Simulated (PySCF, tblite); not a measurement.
# CH₅O₄PSi (triplet), a small gas-phase stand-in for a defect centre: EPR parameters

Aim: the EPR parameters of `O=P(O)(O)O[C][SiH3]`. It is drawn as: twofold C.

Programs: tblite 0.8.0 and PySCF 2.14.0. All values are calculated, for the isolated system unless a continuum is named. Atoms count from 0, parts from 1.

### 1 The system as given

12 atoms, charge 0, multiplicity 3; geometry: distance geometry start.

### 2 Geometry optimisation with GFN2-xTB

What the job is given:

```
{"job": {"kind": "relax", "xc": "GFN2-xTB", "basis": "xTB"}, "charge": 0, "multiplicity": 3}
C      0.895217    -0.667623     0.045306
Si     2.525648     0.181077     0.586011
O      0.264277     0.179643    -0.828640
P     -1.415322     0.196741    -0.657575
O     -1.870696     1.511173    -1.209035
O     -2.176950    -1.018458    -1.521225
O     -1.933064     0.169950     0.970424
H      2.424118     0.510301     2.021326
H      3.674220    -0.687670     0.343193
H      2.648954     1.389431    -0.184081
H     -2.131616    -1.897349    -1.200024
H     -2.913776     0.113847     0.924387
```

Method: GFN2-xTB geometry optimisation, gas phase.

Launch:

```sh
> OMP_NUM_THREADS=1 python cluster_run.py task.json out
```

This one command runs all jobs of the session in turn.

Output:

```text
step      E/eV     max force
  0    -684.34502    4.110
  1    -684.74832    3.691
  2    -685.11627    1.694
  3    -685.30769    1.005
  4    -685.34658    0.556
  5    -685.38140    0.490
  6    -685.39818    0.399
  7    -685.41724    0.413
  8    -685.43668    0.559
  9    -685.45407    0.427
 10    -685.46482    0.256
 11    -685.47065    0.264
 12    -685.47767    0.310
 13    -685.48591    0.342
 14    -685.49348    0.235
 15    -685.49842    0.200
 16    -685.50201    0.219
 17    -685.50547    0.226
 18    -685.51025    0.235
 19    -685.51621    0.200
 20    -685.52157    0.175
 21    -685.52873    0.235
 22    -685.53706    0.274
 23    -685.54293    0.472
 24    -685.54773    0.233
 25    -685.55128    0.159
 26    -685.55402    0.180
 27    -685.55602    0.177
 28    -685.55773    0.122
 29    -685.55928    0.107
 30    -685.56116    0.105
 31    -685.56264    0.236
 32    -685.56546    0.118
 33    -685.56721    0.079
 34    -685.56822    0.059
 35    -685.56862    0.059
 36    -685.56935    0.098
 37    -685.57019    0.113
 38    -685.57157    0.143
 39    -685.57318    0.098
 40    -685.57462    0.264
 41    -685.57709    0.189
 42    -685.57884    0.110
 43    -685.58141    0.090
 44    -685.58309    0.132
 45    -685.58549    0.137
 46    -685.58704    0.141
 47    -685.58836    0.098
 48    -685.59052    0.094
 49    -685.59197    0.121
 50    -685.59374    0.132
 51    -685.59513    0.123
 52    -685.59688    0.118
 53    -685.59925    0.131
 54    -685.60291    0.185
 55    -685.60767    0.229
 56    -685.61059    0.313
 57    -685.61566    0.425
 58    -685.61958    0.179
 59    -685.62496    0.224
 60    -685.63156    0.413
 61    -685.64346    0.601
 62    -685.65631    0.580
 63    -685.67716    0.467
 64    -685.66632    0.540
 65    -685.69608    0.357
 66    -685.69992    0.270
 67    -685.70331    0.123
 68    -685.70531    0.191
 69    -685.70655    0.111
 70    -685.70750    0.121
 71    -685.70958    0.192
 72    -685.71221    0.155
 73    -685.71570    0.181
 74    -685.71749    0.112
 75    -685.71912    0.134
 76    -685.72184    0.160
 77    -685.72612    0.203
 78    -685.73098    0.322
 79    -685.73539    0.233
 80    -685.73915    0.242
 81    -685.74328    0.257
 82    -685.74700    0.204
 83    -685.75221    0.170
 84    -685.75815    0.122
 85    -685.76047    0.221
 86    -685.76196    0.108
 87    -685.76297    0.167
 88    -685.76412    0.108
 89    -685.76582    0.157
 90    -685.76995    0.276
 91    -685.77364    0.285
 92    -685.77944    0.196
 93    -685.78320    0.145
 94    -685.78608    0.211
 95    -685.78945    0.197
 96    -685.79331    0.200
 97    -685.79786    0.187
 98    -685.80146    0.170
 99    -685.80523    0.317
100    -685.80745    0.160
101    -685.80953    0.122
102    -685.81057    0.071
103    -685.81186    0.131
104    -685.81346    0.115
105    -685.81526    0.115
106    -685.81646    0.138
107    -685.81762    0.117
108    -685.81917    0.100
109    -685.82039    0.108
110    -685.82155    0.088
111    -685.82204    0.104
112    -685.82237    0.041
113    -685.82261    0.036
114    -685.82302    0.040
115    -685.82318    0.039
116    -685.82336    0.036
117    -685.82345    0.029
118    -685.82356    0.035
119    -685.82367    0.031
120    -685.82374    0.020
121    -685.82380    0.020
122    -685.82385    0.024
123    -685.82390    0.022
124    -685.82395    0.016
125    -685.82398    0.011
126    -685.82401    0.013
127    -685.82403    0.015
128    -685.82405    0.014
129    -685.82408    0.019
130    -685.82412    0.016
131    -685.82416    0.017
132    -685.82419    0.013
133    -685.82422    0.015
134    -685.82424    0.017
135    -685.82427    0.019
136    -685.82430    0.022
137    -685.82435    0.028
138    -685.82441    0.026
139    -685.82447    0.027
140    -685.82453    0.021
141    -685.82458    0.019
142    -685.82462    0.020
143    -685.82465    0.015
144    -685.82468    0.014
145    -685.82472    0.019
146    -685.82477    0.023
147    -685.82483    0.023
148    -685.82489    0.018
149    -685.82492    0.014
150    -685.82494    0.012
151    -685.82497    0.016
152    -685.82500    0.014
153    -685.82502    0.018
154    -685.82504    0.019
155    -685.82506    0.017
156    -685.82510    0.027
157    -685.82517    0.036
158    -685.82529    0.037
159    -685.82542    0.030
160    -685.82553    0.024
161    -685.82560    0.027
162    -685.82568    0.028
163    -685.82575    0.024
164    -685.82580    0.011
165    -685.82581    0.010
166    -685.82582    0.006
```

It took 3.7 s on 1 thread of AMD EPYC 9R45, shared host.

Along the way:

```tsv
step	energy from step 0 (eV)	largest force (eV/Å)
0	0.0000	4.1094
6	-1.0532	0.3989
12	-1.1327	0.3097
18	-1.1652	0.2359
24	-1.2027	0.2336
30	-1.2161	0.1051
36	-1.2243	0.0979
42	-1.2338	0.1094
48	-1.2455	0.0942
54	-1.2579	0.1845
60	-1.2865	0.4132
66	-1.3549	0.2702
72	-1.3672	0.1551
78	-1.3860	0.3218
84	-1.4131	0.1218
90	-1.4249	0.2759
96	-1.4483	0.1997
102	-1.4656	0.0703
108	-1.4742	0.1002
114	-1.4780	0.0400
120	-1.4787	0.0196
126	-1.4790	0.0139
132	-1.4792	0.0130
138	-1.4794	0.0265
144	-1.4797	0.0140
150	-1.4799	0.0127
156	-1.4801	0.0262
162	-1.4807	0.0282
166	-1.4808	0.0059
```

Distances of close pairs at the start and the end, largest changes first:

```tsv
bond	before (Å)	after (Å)	change (Å)
P3–O6	1.709	1.604	-0.105
P3–O5	1.674	1.571	-0.103
C0–Si1	1.916	1.836	-0.080
O2–P3	1.688	1.621	-0.067
C0–O2	1.371	1.316	-0.055
P3–O4	1.496	1.453	-0.044
O6–H11	0.983	0.956	-0.028
Si1–H9	1.438	1.466	+0.028
```

### 3 Relaxing the molecule at PBE0-D3(BJ)/def2-SVP

What the job is given:

```
{"job": {"xc": "PBE0", "basis": "def2-SVP", "d3": "d3bj", "grid": 2, "kind": "geom", "shake": 0.01}, "charge": 0, "multiplicity": 3}
C      1.244858    -0.988217    -0.385099
Si     2.055019     0.418562     0.475434
O     -0.029656    -1.044589    -0.847230
P     -1.156526     0.017914    -0.500544
O     -0.820964     1.412255    -0.558527
O     -2.301113    -0.452702    -1.507634
O     -1.710882    -0.480996     0.933308
H      1.357440     0.743789     1.726268
H      3.372223    -0.129791     0.798653
H      2.161081     1.653795    -0.297921
H     -2.524086    -1.389400    -1.412499
H     -1.608903     0.211795     1.592791
```

Output:

```text
step   0  E = -971.73963748  max force = 0.050147
step   1  E = -971.74695764  max force = 0.002338
step   2  E = -971.74742977  max force = 0.002442
step   3  E = -971.74754366  max force = 0.002143
step   4  E = -971.74770946  max force = 0.001958
step   5  E = -971.74786007  max force = 0.002313
step   6  E = -971.74802006  max force = 0.001971
step   7  E = -971.74814752  max force = 0.001747
step   8  E = -971.74819083  max force = 0.000990
step   9  E = -971.74819680  max force = 0.000540
step  10  E = -971.74819991  max force = 0.000166
optimisation converged
```

Wall time 1.8 min (1 thread of AMD EPYC 9R45, shared host); peak memory 0.73 GiB.

Along the way:

```tsv
step	energy from step 0 (eV)	largest force component (eV/Å)
0	0.0000	2.5787
1	-0.1992	0.1202
2	-0.2120	0.1256
3	-0.2151	0.1102
4	-0.2196	0.1007
5	-0.2237	0.1189
6	-0.2281	0.1014
7	-0.2316	0.0898
8	-0.2327	0.0509
9	-0.2329	0.0278
10	-0.2330	0.0085
```

Distances of close pairs at the start and the end, largest changes first:

```tsv
bond	before (Å)	after (Å)	change (Å)
O2–P3	1.587	1.646	+0.059
Si1–H9	1.461	1.495	+0.034
P3–O4	1.435	1.469	+0.033
Si1–H8	1.463	1.492	+0.029
Si1–H7	1.469	1.495	+0.027
C0–O2	1.357	1.335	-0.022
C0–Si1	1.837	1.853	+0.015
P3–O6	1.616	1.606	-0.010
```

The final coordinates are the input of the step that follows.

```tsv
at the end point	value
point group (found at 0.08 Å tolerance)	C1
rotational constants (GHz, main isotopes)	3.741, 1.086, 1.052
dipole moment (D)	2.73
⟨S²⟩	2.007
```

### 4 EPR parameters: B3LYP/IGLO-III+pcH-1

What the job is given:

```
{"job": {"kind": "epr"}, "charge": 0, "multiplicity": 3}
C      1.087561    -0.906039     0.024504
Si     2.233411     0.482103     0.462799
O     -0.017487    -0.984259    -0.719866
P     -1.300459    -0.005029    -0.398372
O     -0.963056     1.410626    -0.201351
O     -2.227142    -0.349441    -1.641068
O     -1.999113    -0.739326     0.847277
H      1.715281     1.268129     1.624746
H      3.523224    -0.155681     0.855627
H      2.443712     1.393482    -0.703268
H     -2.415668    -1.291298    -1.746909
H     -2.041817    -0.150864     1.612851
```

Level: UKS B3LYP, IGLO-III on C O P Si, pcH-1 on H, non-relativistic, mean-field spin-orbit, GIAO.

Output:

```text
UKS, coarse grid
  cycle   1  E = -972.74124022  |g| = 9.73e-01
  cycle   2  E = -971.99385041  |g| = 1.71e+00
  cycle   3  E = -973.02453765  |g| = 2.91e-01
  cycle   4  E = -973.05315299  |g| = 9.56e-02
  cycle   5  E = -973.05604723  |g| = 2.01e-02
  cycle   6  E = -973.05621214  |g| = 1.09e-02
  cycle   7  E = -973.05625904  |g| = 3.28e-03
  cycle   8  E = -973.05626385  |g| = 1.77e-03
  cycle   9  E = -973.05626544  |g| = 4.32e-04
UKS, final grid
  cycle   1  E = -973.05621394  |g| = 6.63e-04
  cycle   2  E = -973.05621354  |g| = 1.26e-03
  cycle   3  E = -973.05621411  |g| = 1.47e-04
  cycle   4  E = -973.05621411  |g| = 2.19e-05
E = -973.05621411 Eh   <S^2> = 2.0068 (exact 2.0000)
g shifts (ppm)      1          2          3
  rmc          -174       -174       -174
  gc             25        -39         13
  oz_so        -425        465        961
  total        -574        251        800
hyperfine (MHz)  atom isotope    a_iso     a_fc   dipolar eigenvalues
    0   13C     217.86     218.01    -72.24     26.86     45.38
    1  29Si     -32.94     -32.97    -12.35      5.66      6.68
    2   17O     -47.78     -47.86    -18.25      1.78     16.47
    3   31P     125.28     125.52     -9.79     -7.77     17.55
    4   17O      -0.11      -0.11     -1.34      0.50      0.84
    5   17O      -0.87      -0.87     -0.94      0.23      0.71
    6   17O      -1.59      -1.59     -0.75      0.31      0.44
    7    1H      49.78      49.78     -3.38     -1.83      5.22
    8    1H       4.97       4.97     -3.34     -3.10      6.43
    9    1H      47.48      47.48     -3.32     -1.90      5.22
   10    1H      -0.09      -0.09     -1.63     -1.22      2.85
   11    1H       1.70       1.70     -1.65     -1.40      3.04
zero-field splitting (cm-1)  D = 0.6634  E = 0.0282  (spin-spin 0.5970, spin-orbit 0.0697)
```

Run time: 76 s. Hardware: 1 thread of AMD EPYC 9R45, shared host; peak memory 1.1 GiB.

Principal g values 2.00175, 2.00257, 2.00312; g(iso) = 2.00248, against 2.00232 for a free electron.

Hyperfine couplings, nucleus by nucleus at this fixed geometry (no averaging over rotations):

```tsv
nuclei	isotope	a(iso) (MHz)	a(iso) (G, at g = 2.0023)	largest dipolar term (MHz)
C0	13C	217.9	77.7	-72.2
P3	31P	125.3	44.7	17.6
H7	1H	49.8	17.8	5.2
O2	17O	-47.8	-17.1	-18.3
H9	1H	47.5	16.9	5.2
Si1	29Si	-32.9	-11.8	-12.3
H8	1H	5.0	1.8	6.4
H11	1H	1.7	0.6	3.0
O6	17O	-1.6	-0.6	-0.7
O5	17O	-0.9	-0.3	-0.9
O4	17O	-0.1	0.0	-1.3
H10	1H	-0.1	0.0	2.9
```

Zero-field splitting: D = 0.663 cm⁻¹ (spin-spin 0.597, spin-orbit 0.070), E = 0.028 cm⁻¹.

Mulliken spin populations:

```tsv
atom	value (e)
C0	1.73
Si1	0.04
O2	0.07
P3	0.04
O4	0.00
O5	0.00
O6	0.00
H7	0.05
H8	0.00
H9	0.05
H10	0.00
H11	0.00
```

### 5 EPR parameters: BHandHLYP/IGLO-III+pcH-1

Same as in step 4 but for these lines:

```diff
@@ -1,2 +1,2 @@
-{"job": {"kind": "epr"}, "charge": 0, "multiplicity": 3}
+{"job": {"kind": "epr", "xc": "BHandHLYP"}, "charge": 0, "multiplicity": 3}
 C      1.087561    -0.906039     0.024504
```

With the program's defaults for keys left out, this is: UKS BHandHLYP, IGLO-III on C O P Si, pcH-1 on H, non-relativistic, mean-field spin-orbit, GIAO.

Output:

```text
UKS, coarse grid
  cycle   1  E = -972.59505782  |g| = 8.24e-01
  cycle   2  E = -972.48894763  |g| = 1.01e+00
  cycle   3  E = -972.83572465  |g| = 1.29e-01
  cycle   4  E = -972.84120260  |g| = 5.83e-02
  cycle   5  E = -972.84269276  |g| = 9.40e-03
  cycle   6  E = -972.84281585  |g| = 4.74e-03
  cycle   7  E = -972.84283680  |g| = 2.93e-03
  cycle   8  E = -972.84284294  |g| = 6.70e-04
UKS, final grid
  cycle   1  E = -972.84281352  |g| = 5.70e-04
  cycle   2  E = -972.84281357  |g| = 6.78e-04
  cycle   3  E = -972.84281373  |g| = 1.01e-04
  cycle   4  E = -972.84281375  |g| = 4.82e-05
  cycle   5  E = -972.84281375  |g| = 1.18e-05
E = -972.84281375 Eh   <S^2> = 2.0099 (exact 2.0000)
g shifts (ppm)      1          2          3
  rmc          -173       -173       -173
  gc             26        -37         15
  oz_so        -360        447        916
  total        -507        237        757
hyperfine (MHz)  atom isotope    a_iso     a_fc   dipolar eigenvalues
    0   13C     246.28     246.43    -74.28     27.85     46.43
    1  29Si     -24.38     -24.39    -11.94      5.17      6.77
    2   17O     -50.14     -50.21    -17.66      1.78     15.88
    3   31P     110.54     110.74     -9.01     -7.79     16.80
    4   17O       0.09       0.09     -1.01      0.32      0.69
    5   17O      -0.75      -0.75     -0.86      0.24      0.63
    6   17O      -0.85      -0.85     -0.62      0.23      0.39
    7    1H      46.69      46.69     -3.32     -1.92      5.24
    8    1H       3.15       3.15     -3.36     -3.19      6.55
    9    1H      45.60      45.59     -3.25     -1.96      5.21
   10    1H      -0.16      -0.16     -1.57     -1.24      2.81
   11    1H       1.35       1.35     -1.63     -1.44      3.07
zero-field splitting (cm-1)  D = 0.7033  E = 0.0317  (spin-spin 0.6389, spin-orbit 0.0678)
```

It took 83 s on 1 thread of AMD EPYC 9R45, shared host; peak memory 1.1 GiB.

In short: g(iso) 2.00248.

### 6 Run by run: EPR parameters

g, ⟨S²⟩ and isotropic hyperfine couplings (MHz), with basis size and wall time:

```tsv
run	g(iso)	⟨S²⟩	13C C0	31P P3	1H H7	17O O2	1H H9	functions	time
B3LYP/IGLO-III+pcH-1	2.00248	2.007	217.9	125.3	49.8	-47.8	47.5	313	76 s
BHandHLYP/IGLO-III+pcH-1	2.00248	2.010	246.3	110.5	46.7	-50.1	45.6	313	83 s
```

### 7 Summary of results

| quantity | value |
| --- | --- |
| point group | C1 |
| rotational constants (main isotopes) | 3.74, 1.09, 1.05 GHz |
| D, E (B3LYP) | 0.663, 0.028 cm⁻¹ |
| g(iso) (B3LYP) | 2.00248 |
| ⟨S²⟩ | 2.007 (exact 2.00) |
| largest a(iso) | 13C on C0, 217.9 MHz |

The start of the PBE0/def2-SVP relaxation was shaken at random by about 0.01 Å, so part of the energy gained, and of the first lengths quoted, undoes that. The optimisation took 10 steps and gained 0.233 eV; among the close pairs (by a distance rule), O2–P3 changed most, from 1.587 to 1.646 Å (PBE0/def2-SVP). Most of the unpaired spin sits on C0 (1.73 e). The isotropic g lies 0.2 ppt above the free-electron value. The coupling of 13C on C0 runs from 217.9 (B3LYP/IGLO-III+pcH-1) to 246.3 MHz (BHandHLYP/IGLO-III+pcH-1). The triplet was assumed; the singlet may lie lower. A capped cluster stands for the solid here, so long-range fields and strain are missing, and bands or shifts of the capping hydrogens have no counterpart in it.
